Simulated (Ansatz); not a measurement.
# CH6FInSi: one species, many methods

One table from this session's results is given with a row withheld; the runs are named, their logs left out.

Program: Ansatz 0.2.0, Gaussian basis. Level of theory: functionals in def2-TZVPP, the program's frozen cores in correlated methods. These are calculated values, not measurements.

The runs, in order: PBE-D4, r2SCAN-D4, PBE0-D4, B3LYP-D4, ωB97X-V, ωB97M-V, B2PLYP; CCSD(T)/def2-TZVPP; MP2/def2-QZVPP; extrapolation to the limit.

## Structure used throughout

An earlier PBE0-D4 in a triple-zeta def2 set relaxation fixed the geometry. In takes the def2 core potential; no spin-orbit term is included.

SMILES `F[CH2][InH][SiH3]`, 10 atoms, charge 0, spin multiplicity 1.

Atoms are counted from 1 here; the program's logs count them from 0.

Bond lengths: F1–C2 1.390 Å, C2–In3 2.185 Å, C2–H5 1.095 Å, C2–H6 1.095 Å, In3–Si4 2.580 Å, In3–H7 1.727 Å, Si4–H8 1.491 Å, Si4–H9 1.490 Å, Si4–H10 1.489 Å. Angles: F1–C2–In3 112.2°, F1–C2–H5 108.1°, F1–C2–H6 108.1°, In3–C2–H5 110.5°, In3–C2–H6 110.5°, H5–C2–H6 107.3°, C2–In3–Si4 119.8°, C2–In3–H7 118.2°, Si4–In3–H7 122.0°, In3–Si4–H8 110.1°, In3–Si4–H9 111.0°, In3–Si4–H10 112.8°, H8–Si4–H9 107.5°, H8–Si4–H10 107.6°, H9–Si4–H10 107.7°.

The first run:

Input file in.yaml:

```yaml
crystal:
  periodic: [false, false, false]
  atoms:
    - {symbol: F, position_ang: [-1.033883, 2.298354, -1.974788]}
    - {symbol: C, position_ang: [-1.175268, 1.373648, -0.946452]}
    - {symbol: In, position_ang: [0.668430, 0.260915, -0.578661]}
    - {symbol: Si, position_ang: [0.739534, -1.522555, 1.284875]}
    - {symbol: H, position_ang: [-1.484699, 1.913268, -0.044819]}
    - {symbol: H, position_ang: [-1.989315, 0.690895, -1.213068]}
    - {symbol: H, position_ang: [2.046727, 0.617915, -1.555966]}
    - {symbol: H, position_ang: [1.678114, -1.100223, 2.363164]}
    - {symbol: H, position_ang: [1.224142, -2.828471, 0.755785]}
    - {symbol: H, position_ang: [-0.590683, -1.754947, 1.912930]}
basis:
  gaussian: {orbitals: def2-TZVPP}
hamiltonian: {xc: pbe, dispersion: d4}
output: {forces: true, orbitals: {seedname: orbitals}}
```

Run with:

```
> ansatz run in.yaml --threads 4 --pin off --events-out ev --progress --plain --max-ram 10444MiB
```

Among the steps run: PBE-D4 (GGA); r2SCAN-D4 (meta-GGA); PBE0-D4 (hybrid); B3LYP-D4 (hybrid); ωB97X-V (range-separated); ωB97M-V (range-separated); B2PLYP (double hybrid); CCSD(T) in def2-TZVPP; MP2 in def2-QZVPP.

One of the session's tables, all rows but one given; the rest of the session is left out.

```
            method  atomisation energy (kJ/mol)
            PBE-D4                       2910.6
         r2SCAN-D4                       2900.4
           PBE0-D4                       2876.1
          B3LYP-D4                       2882.9
           ωB97X-V                       2924.7
           ωB97M-V                       2905.6
            B2PLYP                       2848.2
     HF/def2-TZVPP                            ?
    MP2/def2-TZVPP                       2829.8
   CCSD/def2-TZVPP                       2798.9
CCSD(T)/def2-TZVPP                       2835.1
           MP2/CBS                       2901.0
       CCSD(T)/CBS                       2906.3
```

Estimate the missing values for HF/def2-TZVPP.

The run gave: atomisation energy (kJ/mol): 2109.7. In the column «atomisation energy (kJ/mol)» it is the lowest.
